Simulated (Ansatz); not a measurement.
# SiAsH₂+ (quintet): wave-function methods side by side, cc-pVDZ

Aim: climb from Hartree-Fock through coupled cluster and multireference methods for SiAsH₂+ (quintet) at one geometry and basis, and see what each rung misses.

Program: Ansatz 0.2.0, Gaussian basis. Level of theory: cc-pVDZ, core rule «outside noble gas», up to 19 orbitals frozen. These are calculated values, not measurements.

To be run: UHF; CCSD(T) on ROHF; CCSD(T) on UHF; BCCD(T) on ROHF; CISD as a restricted active space (open shells left free, so some higher excitations enter); CCSDT(Q) on ROHF; CCSDT(Q) on UHF; CCSDTQ on ROHF; CASSCF and MRCISD+Q, 10 electrons in 10 orbitals; CASSCF and NEVPT2, 10 electrons in 10 orbitals.

5 further runs of the same task are left out: 5 set aside as unsound or not needed. Runs told in other sessions of the task aren't counted.

**1. What is computed**

The geometry is a PBE0/def2-TZVP stationary point (not a proven minimum) of the parent state, kept for this charge and spin. No spin-orbit coupling is included. The filled d shell of As may be among the frozen orbitals whatever the setting's name suggests.

4 atoms, charge 1, spin multiplicity 5.

Atoms are counted from 1 here; the program's logs count them from 0.

Bond lengths: Si1–As2 2.429 Å, Si1–H3 1.497 Å, As2–H4 1.525 Å. Angles: As2–Si1–H3 114.9°, Si1–As2–H4 92.5°.

**2. UHF**

File in.yaml:

```yaml
crystal:
  periodic: [false, false, false]
  atoms:
    - {symbol: Si, position_ang: [0.000000, -0.125451, 1.746470]}
    - {symbol: As, position_ang: [0.000000, 0.050822, -0.676507]}
    - {symbol: H, position_ang: [0.000000, 1.182184, 2.474574]}
    - {symbol: H, position_ang: [0.000000, -1.464222, -0.852954]}
basis:
  gaussian: {orbitals: cc-pVDZ}
total_charge: 1
magnetization: {spin_polarized: true, initial_magnetization: 4}
hamiltonian: {xc: hf}
output: {orbitals: {seedname: orbitals}}
```

On the command line:

```sh
$ ansatz run in.yaml --threads 1 --pin off --events-out ev --progress --plain --max-ram 4096MiB --backend cpu
```

The runs that follow: CCSD(T) on ROHF; CCSD(T) on UHF; BCCD(T) on ROHF; CISD as a restricted active space (open shells left free, so some higher excitations enter); CCSDT(Q) on ROHF; CCSDT(Q) on UHF; CCSDTQ on ROHF; CASSCF and MRCISD+Q, 10 electrons in 10 orbitals; CASSCF and NEVPT2, 10 electrons in 10 orbitals.

**Question.** What will the summary of the whole plan be? Wanted: RCCSDTQ from the RHF energy; RMP2 from RCCSDTQ; UMP2 from RCCSDTQ; RCCSD from RCCSDTQ; RCCSD(T) from RCCSDTQ; UCCSD(T) from RCCSDTQ; RCCSDT(Q) from RCCSDTQ; UCCSDT(Q) from RCCSDTQ; NEVPT2 valence from RCCSDTQ.

**Answer**, as computed:

| quantity | value |
| --- | --- |
| RCCSDTQ from the ROHF energy | -4.6789 eV |
| RMP2 from RCCSDTQ | +1140.0 meV |
| UMP2 from RCCSDTQ | +1122.0 meV |
| RCCSD from RCCSDTQ | +169.7 meV |
| RCCSD(T) from RCCSDTQ | +41.6 meV |
| UCCSD(T) from RCCSDTQ | +32.3 meV |
| RCCSDT(Q) from RCCSDTQ | +1.0 meV |
| UCCSDT(Q) from RCCSDTQ | -8.4 meV |
| NEVPT2 valence from RCCSDTQ | +894.8 meV |
| MRCISD+Q valence from RCCSDTQ | +40.0 meV |
| levels within 1 kcal/mol (43 meV) | RCCSD(T), UCCSD(T), BCCD(T), RCCSDT, UCCSDT, RCCSDT(Q), UCCSDT(Q), MRCISD+Q valence |
| T1 diagnostic | 0.038 |
| effectively unpaired electrons | 4.02 |

What this shows: RCCSD(T) misses by +41.6 meV, 0.9 % of the correlation energy. One determinant dominates. Of the multireference levels listed MRCISD+Q valence comes nearest in total energy (+40.0 meV), which doesn't show that its space is the better one. These misses are within one basis, not against nature; the frozen cores of restricted and unrestricted runs differ, which can shift their rows.

With open shells the CI space here admits some higher excitations, so it is larger than plain CISD.
